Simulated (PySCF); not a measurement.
# FeF₄ (+2): ligand-field states, part 2 of 2

PySCF 2.14.0. Atoms count from 0. The steps go on from the part before.

### 5 Ligand-field states: state-averaged CASSCF (bond length × 1.04)

Job settings and geometry (Å):

```
{"job": {"kind": "lf", "basis": {"metal": "x2c-TZVPall", "ligand": "x2c-SVPall"}, "nevpt": true, "reuse": true}, "charge": 2, "metal": "Fe", "open_shell": "d2"}
Fe     0.000000     0.000000     0.000000
F      0.930689     0.930689     0.930689
F     -0.930689    -0.930689     0.930689
F     -0.930689     0.930689    -0.930689
F      0.930689    -0.930689    -0.930689
```

Method: state-averaged CASSCF of the metal d shell, SC-NEVPT2 on the averaged canonical orbitals, state-interaction spin-orbit coupling.

The log of the run:

```text
basis functions 104, electrons 60, active (2e, 5o)
start from the orbitals of the previous structure
stage 1: DIIS on the effective Fock matrix, level shift 0.30
cycle   1  E = -1663.5713904791  dE = -1.664e+03  max|g| = 5.287e+00
cycle   2  E = -1667.2037073766  dE = -3.632e+00  max|g| = 3.929e-01
cycle   3  E = -1667.2576456243  dE = -5.394e-02  max|g| = 4.181e-01
cycle   4  E = -1665.2540117569  dE =  2.004e+00  max|g| = 1.227e+00
cycle   5  E = -1663.4824039229  dE =  1.772e+00  max|g| = 2.649e+00
cycle   6  E = -1660.0704819494  dE =  3.412e+00  max|g| = 3.633e+00
cycle   7  E = -1658.9624453148  dE =  1.108e+00  max|g| = 2.969e+00
cycle   8  E = -1660.6653442588  dE = -1.703e+00  max|g| = 2.885e+00
cycle   9  E = -1661.9602418775  dE = -1.295e+00  max|g| = 3.301e+00
cycle  10  E = -1663.2366423836  dE = -1.276e+00  max|g| = 3.186e+00
cycle  11  E = -1663.9942395593  dE = -7.576e-01  max|g| = 2.984e+00
cycle  12  E = -1664.4937640119  dE = -4.995e-01  max|g| = 2.785e+00
cycle  13  E = -1664.6566642681  dE = -1.629e-01  max|g| = 2.729e+00
cycle  14  E = -1663.1893209042  dE =  1.467e+00  max|g| = 3.367e+00
cycle  15  E = -1663.8499153723  dE = -6.606e-01  max|g| = 3.006e+00
stage 2: quasi-Newton rotations from the point of smallest gradient
cycle  17  E = -1667.3003288755  dE = -9.662e-02  max|g| = 2.790e-01
cycle  19  E = -1667.3271701452  dE = -2.684e-02  max|g| = 7.282e-02
cycle  20  E = -1667.3309606003  dE = -3.790e-03  max|g| = 1.965e-02
cycle  21  E = -1667.3316897857  dE = -7.292e-04  max|g| = 2.115e-02
cycle  22  E = -1667.3329592923  dE = -1.270e-03  max|g| = 1.174e-02
cycle  23  E = -1667.3332614150  dE = -3.021e-04  max|g| = 6.997e-03
cycle  24  E = -1667.3333031569  dE = -4.174e-05  max|g| = 1.665e-03
cycle  25  E = -1667.3333056941  dE = -2.537e-06  max|g| = 3.051e-04
cycle  26  E = -1667.3333058577  dE = -1.637e-07  max|g| = 1.037e-04
cycle  27  E = -1667.3333058810  dE = -2.322e-08  max|g| = 5.171e-05
cycle  28  E = -1667.3333058839  dE = -2.905e-09  max|g| = 3.797e-05
cycle  29  E = -1667.3333058856  dE = -1.774e-09  max|g| = 4.303e-06
converged average energy = -1667.3333058856

 mult deg   label        CASSCF/cm-1   NEVPT2/cm-1
   3   1   3A2                 0.0           0.0
   1   2   1E              13992.7       13018.1
   1   1   1A1             26154.8       23666.1
   3   3   3T2             16187.7       30789.0
   3   3   3T1             21836.6       35637.7
   1   3   1T2             27709.7       36981.8
   1   3   1T1             29157.7       38893.7
   3   3   3T1             39886.7       42449.0
   1   2   1E              43647.3       44708.2
   1   3   1T2             56620.0       46573.6
   1   1   1A1             73564.4       50021.7

spin-orbit levels / cm-1
      0.00  x3  3A2 1.00
  13010.33  x2  1E 1.00
  23659.68  x1  1A1 1.00
  30756.54  x1  3T2 1.00
  30764.49  x2  3T2 1.00
  30764.51  x1  3T2 1.00
  30801.52  x2  3T2 1.00
  30810.89  x1  3T2 1.00
  30810.91  x2  3T2 1.00
  35546.58  x1  3T1 1.00
  35546.60  x2  3T1 1.00
  35550.86  x2  3T1 0.99
  35738.39  x2  3T1 1.00
  35738.40  x1  3T1 1.00
  35819.70  x1  3T1 1.00
  36970.03  x1  1T2 0.99
  36970.07  x1  1T2 0.99
  36970.09  x1  1T2 0.99
  38894.69  x1  1T1 1.00
  38894.73  x1  1T1 1.00
  38894.74  x1  1T1 1.00
  42315.99  x1  3T1 1.00
  42407.57  x1  3T1 1.00
  42407.59  x1  3T1 1.00
  42407.63  x1  3T1 1.00
  42547.57  x2  3T1 1.00
  42567.88  x1  3T1 0.99
  42567.92  x1  3T1 0.99
  42567.93  x1  3T1 0.99
  44741.50  x2  1E 1.00
```

Wall time 3.5 s (1 thread of Arm Neoverse V2, shared host); peak memory 0.25 GiB.

Warnings kept with the result: an active orbital is not mainly the metal shell.

An active orbital is only 51 % metal, under the run's own bar for a metal shell, so levels, ζ, ground spin and magnetism of this run may not be those of the metal's shell and are not read here.

### 6 Ligand-field states: state-averaged CASSCF (bond length × 1.08)

Job settings and geometry (Å):

```
{"job": {"kind": "lf", "basis": {"metal": "x2c-TZVPall", "ligand": "x2c-SVPall"}, "nevpt": true, "reuse": true}, "charge": 2, "metal": "Fe", "open_shell": "d2"}
Fe     0.000000     0.000000     0.000000
F      0.966484     0.966484     0.966485
F     -0.966484    -0.966484     0.966485
F     -0.966484     0.966484    -0.966485
F      0.966484    -0.966484    -0.966485
```

Level: state-averaged CASSCF of the metal d shell, SC-NEVPT2 on the averaged canonical orbitals, state-interaction spin-orbit coupling.

The log of the run:

```text
basis functions 104, electrons 60, active (2e, 5o)
start from the orbitals of the previous structure
stage 1: DIIS on the effective Fock matrix, level shift 0.30
cycle   1  E = -1666.6551047693  dE = -1.667e+03  max|g| = 2.276e+00
cycle   2  E = -1667.2886968072  dE = -6.336e-01  max|g| = 2.127e-01
cycle   3  E = -1665.8326442441  dE =  1.456e+00  max|g| = 4.595e-01
cycle   4  E = -1665.8725851331  dE = -3.994e-02  max|g| = 3.831e-01
cycle   5  E = -1665.1058554732  dE =  7.667e-01  max|g| = 1.495e+00
cycle   6  E = -1664.3854914134  dE =  7.204e-01  max|g| = 2.518e+00
cycle   7  E = -1664.6331846087  dE = -2.477e-01  max|g| = 2.771e+00
cycle   8  E = -1665.2648346853  dE = -6.317e-01  max|g| = 2.545e+00
cycle   9  E = -1665.2794786905  dE = -1.464e-02  max|g| = 2.542e+00
cycle  10  E = -1665.1812193377  dE =  9.826e-02  max|g| = 2.478e+00
cycle  11  E = -1664.9688299176  dE =  2.124e-01  max|g| = 2.394e+00
cycle  12  E = -1664.9337037068  dE =  3.513e-02  max|g| = 2.388e+00
cycle  13  E = -1665.8139026768  dE = -8.802e-01  max|g| = 1.963e+00
cycle  14  E = -1666.3605444128  dE = -5.466e-01  max|g| = 1.592e+00
cycle  15  E = -1667.0667902084  dE = -7.062e-01  max|g| = 7.476e-01
stage 2: quasi-Newton rotations from the point of smallest gradient
cycle  17  E = -1667.3114633641  dE = -2.277e-02  max|g| = 2.188e-02
cycle  18  E = -1667.3122124506  dE = -7.491e-04  max|g| = 5.042e-02
cycle  19  E = -1667.3132516585  dE = -1.039e-03  max|g| = 3.164e-02
cycle  20  E = -1667.3142991140  dE = -1.047e-03  max|g| = 1.118e-02
cycle  21  E = -1667.3147855713  dE = -4.865e-04  max|g| = 5.163e-03
cycle  22  E = -1667.3148361716  dE = -5.060e-05  max|g| = 1.634e-03
cycle  23  E = -1667.3148394292  dE = -3.258e-06  max|g| = 3.911e-04
cycle  24  E = -1667.3148396068  dE = -1.776e-07  max|g| = 1.464e-04
cycle  25  E = -1667.3148396305  dE = -2.367e-08  max|g| = 9.290e-05
cycle  26  E = -1667.3148396362  dE = -5.678e-09  max|g| = 3.408e-05
cycle  27  E = -1667.3148396374  dE = -1.201e-09  max|g| = 4.155e-06
converged average energy = -1667.3148396374

 mult deg   label        CASSCF/cm-1   NEVPT2/cm-1
   3   1   3A2                 0.0           0.0
   1   2   1E              15536.5       14375.3
   1   1   1A1             29516.9       26646.7
   3   3   3T2             10403.0       42631.2
   1   2   1E              36889.5       44759.1
   3   3   3T1             15734.8       46576.3
   3   3   3T1             33879.8       47369.0
   1   3   1T2             20712.7       48264.5
   1   3   1T1             22148.6       50033.1
   1   3   1T2             54601.5       52568.9
   1   1   1A1             71991.9       56179.0

spin-orbit levels / cm-1
      0.00  x3  3A2 1.00
  14370.95  x2  1E 1.00
  26644.17  x1  1A1 1.00
  42597.36  x1  3T2 0.99
  42597.38  x1  3T2 0.99
  42597.39  x1  3T2 0.99
  42607.60  x1  3T2 0.99
  42607.62  x1  3T2 0.99
  42610.52  x1  3T2 1.00
  42635.58  x1  3T2 1.00
  42635.60  x2  3T2 1.00
  44683.40  x1  1E 0.96 3T1 0.04
  44683.44  x1  1E 0.96 3T1 0.04
  46471.38  x1  3T1 0.97
  46471.39  x1  3T1 0.97
  46471.40  x1  3T1 0.97
  46576.90  x1  3T1 0.93 1E 0.04
  46576.92  x1  3T1 0.93 1E 0.04
  46598.36  x1  3T1 0.83 3T1 0.17
  46636.03  x1  3T1 0.96 3T1 0.04
  46636.04  x1  3T1 0.96 3T1 0.04
  46636.05  x1  3T1 0.96 3T1 0.04
  47332.95  x1  3T1 0.84 1T2 0.13
  47332.97  x1  3T1 0.84 1T2 0.13
  47332.99  x1  3T1 0.84 1T2 0.13
  47333.60  x2  3T1 0.95 3T1 0.04
  47333.62  x1  3T1 0.95 3T1 0.04
  47364.12  x1  3T1 0.83 3T1 0.17
  47504.91  x1  3T1 0.97
  47504.92  x1  3T1 0.97
```

Wall time 3.4 s (1 thread of Arm Neoverse V2, shared host); peak memory 0.25 GiB.

Warnings kept with the result: an active orbital is not mainly the metal shell.

An active orbital is only 45 % metal, under the run's own bar for a metal shell, so levels, ζ, ground spin and magnetism of this run may not be those of the metal's shell and are not read here.

### 7 Ligand field across the series

From the NEVPT2 states (cm⁻¹; the spread is that of the fitted one-electron ligand-field levels):

```
step             setting  ground state   next state  orbital spread  Racah B    ζ  μ(eff), 300 K
   2            as given           3A2  1E at 11529           16056      661  292           2.80
   3  bond length × 0.92           3A2  1E at 10255           20412      704  292           2.80
   4  bond length × 0.96           3A2  1E at 10650           17468      685  295           2.80
```

### 8 Outcome

What follows sums up all 2 parts.

| quantity | value |
| --- | --- |
| spin-orbit constant ζ (step 2, state-averaged CASSCF) | 292 cm⁻¹ |
| ground multiplicity, μ(eff) at 300 K (step 2, 4 donors at 1.55 Å) | 3, 2.80 μB |
| ground multiplicity, μ(eff) at 300 K (step 3, 4 donors at 1.43 Å) | 3, 2.80 μB |
| ground multiplicity, μ(eff) at 300 K (step 4, 4 donors at 1.49 Å) | 3, 2.80 μB |

In step 2 ζ is 45 % of the free ion's 644 cm⁻¹: an effective value, diluted by mixing with the ligands. In step 2, χT goes from 0.97 at 2 K to 0.98 cm³ K/mol at 300 K: nearly flat, so one level governs the whole range. Steps 5, 6 are set aside: its active space failed the test for the metal's shell. The spread of the ligand-field levels runs from 16056 cm⁻¹ (as given) to 20412 cm⁻¹ (bond length × 0.92); μ(eff) at 300 K: 2.80 μB. The bonding is strongly covalent, and an active space of the metal's shell alone is small for it, so these values are rough.
